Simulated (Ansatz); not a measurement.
**[SiF3]− (SMILES F[Si-](F)F): levels of theory compared**

Wanted: a comparison of 6 runs (B3LYP/STO-3G, PBE0/STO-3G, r2SCAN0/STO-3G, MP2/STO-3G, UMP2/STO-3G, FCI/STO-3G) of [SiF3]−. 

The calculation is run with Ansatz 0.2.0.

5 further runs of the same task are left out: 4 that didn't finish, 1 set aside as unsound or not needed.

## (1) The system as given

[SiF3]−: 4 atoms, total charge -1, spin state singlet. As SMILES, `F[Si-](F)F`. The F4–Si1 distance was set to 2.545 Å, away from the relaxed value. At this shape a bond of the SMILES string is far longer than usual.

Bond lengths: Si1–F2 1.693 Å, Si1–F3 1.696 Å. Angles: F2–Si1–F3 93.7°. A long bond or contact: Si1–F4 2.545 Å.

## (2) The energy at B3LYP/STO-3G (run 1)

input.yaml

```yaml
basis:
  gaussian:
    orbitals: STO-3G
crystal:
  periodic: [false, false, false]
  atoms:
    - symbol: Si
      position_ang: [0.361558, 0.621182, 1.140223]
    - symbol: F
      position_ang: [1.794338, 0.584452, 0.238223]
    - symbol: F
      position_ang: [-0.321282, 1.865662, 0.212363]
    - symbol: F
      position_ang: [-0.736530, -1.225060, -0.225300]
total_charge: -1
hamiltonian:
  xc: {name: B3LYP}
accuracy: high
```

Command:

```bash
$ ansatz run input.yaml --threads 1 --pin off --max-ram 2610MiB --events-out events.jsonl --progress --plain --runs-dir runs
```

The program printed:

```text
Warning: RAYON_NUM_THREADS=1 ignored (pool sized by the plan → 1); use --threads N
Functional definition: B3LYP
  name "B3LYP"
  parameter a0 = 0.2
  parameter ax = 0.72
  parameter ac = 0.81
  exchange = (1 - a0 - ax)*slater_x + ax*b88_x + a0*exact_x
  correlation = (1 - ac)*vwn_rpa_c + ac*lyp_c
437 factors; integrals over basis functions are off by at most 3.3e-8 eV
mean field evaluation 1: about -15808.6518 eV, gradient 1.5e1 eV
mean field evaluation 2: about -15526.6032 eV, gradient 2.5e2 eV
mean field evaluation 4: about -15806.5811 eV, gradient 3.2e1 eV
mean field evaluation 8: about -15811.6433 eV, gradient 2.1e-1 eV
mean field -15811.64366260 eV, -581.0671870835 hartree, gradient 1.3e-8 eV, S^2 0.000000; 0 other end points of the search recorded, 0 dependent functions left out
reference -15811.64368354 eV, -581.0671878532 hartree; 21, 21 occupied and 3, 3 virtual orbitals, 437 factors
Total energy: -15811.64368354 eV, -581.0671878532 hartree
```

It took 0.5 s on 1 thread of AMD EPYC 9R45 (Zen 5), shared host; peak memory 0.12 GiB.

## (3) The energy at PBE0/STO-3G (run 2)

in.yaml

```yaml
crystal:
  periodic: [false, false, false]
  atoms:
    - {symbol: Si, position_ang: [0.361558, 0.621182, 1.140223]}
    - {symbol: F, position_ang: [1.794338, 0.584452, 0.238223]}
    - {symbol: F, position_ang: [-0.321282, 1.865662, 0.212363]}
    - {symbol: F, position_ang: [-0.736530, -1.225060, -0.225300]}
basis:
  gaussian:
    orbitals: STO-3G
total_charge: -1
hamiltonian:
  xc: pbe0
accuracy: high
```

Command:

```bash
$ ansatz run in.yaml --threads 1 --pin off --max-ram 2610MiB --events-out events.jsonl --progress --plain --runs-dir runs
```

The program printed:

```text
Warning: RAYON_NUM_THREADS=1 ignored (pool sized by the plan → 1); use --threads N
Functional definition: PBE0
  name "PBE0"
  parameter a = 0.25
  parameter kappa = 0.804
  parameter beta = 0.06672455060314922
  exchange = (1 - a)*pbe_x(kappa = kappa, mu = beta*pi^2/3) + a*exact_x
  correlation = pbe_c(beta = beta)
437 factors; integrals over basis functions are off by at most 3.3e-8 eV
mean field evaluation 1: about -15799.4931 eV, gradient 1.5e1 eV
mean field evaluation 2: about -15597.7302 eV, gradient 2.4e2 eV
mean field evaluation 4: about -15798.5997 eV, gradient 2.8e1 eV
mean field evaluation 8: about -15802.5056 eV, gradient 2.1e-1 eV
mean field -15802.50598172 eV, -580.7313835048 hartree, gradient 2.3e-8 eV, S^2 0.000000; 0 other end points of the search recorded, 0 dependent functions left out
reference -15802.50598266 eV, -580.7313835394 hartree; 21, 21 occupied and 3, 3 virtual orbitals, 437 factors
Total energy: -15802.50598266 eV, -580.7313835394 hartree
```

Wall time 0.5 s (1 thread of AMD EPYC 9R45 (Zen 5), shared host); peak memory 0.12 GiB.

Runs 3 to 5 aren't shown in full; the table further down has their settings and results.

## (4) A single-point energy at FCI/STO-3G (run 6)

run.yaml

```yaml
basis:
  gaussian: {orbitals: STO-3G}
crystal:
  periodic: [false, false, false]
  atoms:
    - symbol: Si
      position_ang: [0.361558, 0.621182, 1.140223]
    - symbol: F
      position_ang: [1.794338, 0.584452, 0.238223]
    - symbol: F
      position_ang: [-0.321282, 1.865662, 0.212363]
    - symbol: F
      position_ang: [-0.736530, -1.225060, -0.225300]
total_charge: -1
magnetization: {spin_polarized: false, initial_magnetization: 0}
correlation: {method: fci, frozen_orbitals: {F: 1, Si: 5}}
accuracy: high
```

Command:

```bash
$ ansatz run run.yaml --threads 1 --pin off --max-ram 2610MiB --events-out events.jsonl --progress --plain --runs-dir runs
```

The program printed:

```text
Warning: RAYON_NUM_THREADS=1 ignored (pool sized by the plan → 1); use --threads N
Functional definition: HF
  name "HF"
  exchange = exact_x
  correlation = 0
437 factors; integrals over basis functions are off by at most 3.3e-8 eV
mean field evaluation 1: about -15763.9283 eV, gradient 1.9e1 eV
mean field evaluation 2: about -15763.9997 eV, gradient 1.9e1 eV
mean field evaluation 4: about -15767.3547 eV, gradient 1.4e0 eV
mean field evaluation 8: about -15767.3695 eV, gradient 4.4e-2 eV
mean field -15767.36951749 eV, -579.4401422607 hartree, gradient 1.5e-8 eV, S^2 0.000000; 0 other end points of the search recorded, 0 dependent functions left out; unrestricted orbitals would lower it
mean field evaluation 16: about -15767.7077 eV, gradient 1.2e1 eV
8 core orbitals not correlated: weight in the atoms' cores, before any rotation towards them, 1.000 or more for the frozen orbitals, at most 0.000 for the correlated occupied ones
reference -15767.36951749 eV, -579.4401422607 hartree; 13, 13 occupied and 3, 3 virtual orbitals, 437 factors
state -15770.66621483 eV, -579.5612936535 hartree
Total energy: -15770.66621483 eV, -579.5612936535 hartree
```

Run time: 0.52 s. Hardware: 1 thread of AMD EPYC 9R45 (Zen 5), shared host.

## (5) All runs side by side

| run | level | frozen core orbitals | energy (Eh) | wall time |
| --- | --- | --- | --- | --- |
| 1 | B3LYP/STO-3G | – | -581.067188 | 0.5 s |
| 2 | PBE0/STO-3G | – | -580.731384 | 0.5 s |
| 3 | r2SCAN0/STO-3G | – | -580.984645 | 1 s |
| 4 | MP2/STO-3G | 8 | -579.528145 | 0.08 s |
| 5 | UMP2/STO-3G | 8 | -579.520859 | 0.2 s |
| 6 | FCI/STO-3G | 8 | -579.561294 | 0.52 s |

## (6) What came out

| quantity | value |
| --- | --- |
| run 6: total energy | -579.56129 Eh |
| run 6: correlation energy (8 core orbitals frozen) | -121.2 mEh |

In words: Against full CI in this basis: MP2 +33.1 mEh; UMP2 +40.4 mEh. Totals of different functionals can't be ranked against each other. In run 4 the log says that unrestricted orbitals would lower the reference, so the values rest on an unstable closed-shell determinant (other closed-shell runs at this shape may share the fault). In runs 1, 2, 3, 4, 5, 6 the basis is minimal, so the values are rough. Spin contamination of the reference: run 5 ⟨S²⟩ = 0.71. Where it is this large, the reference is a mixture of spin states, and values that rest on it are in doubt. All runs together took 2.8 s, the longest 1 s.
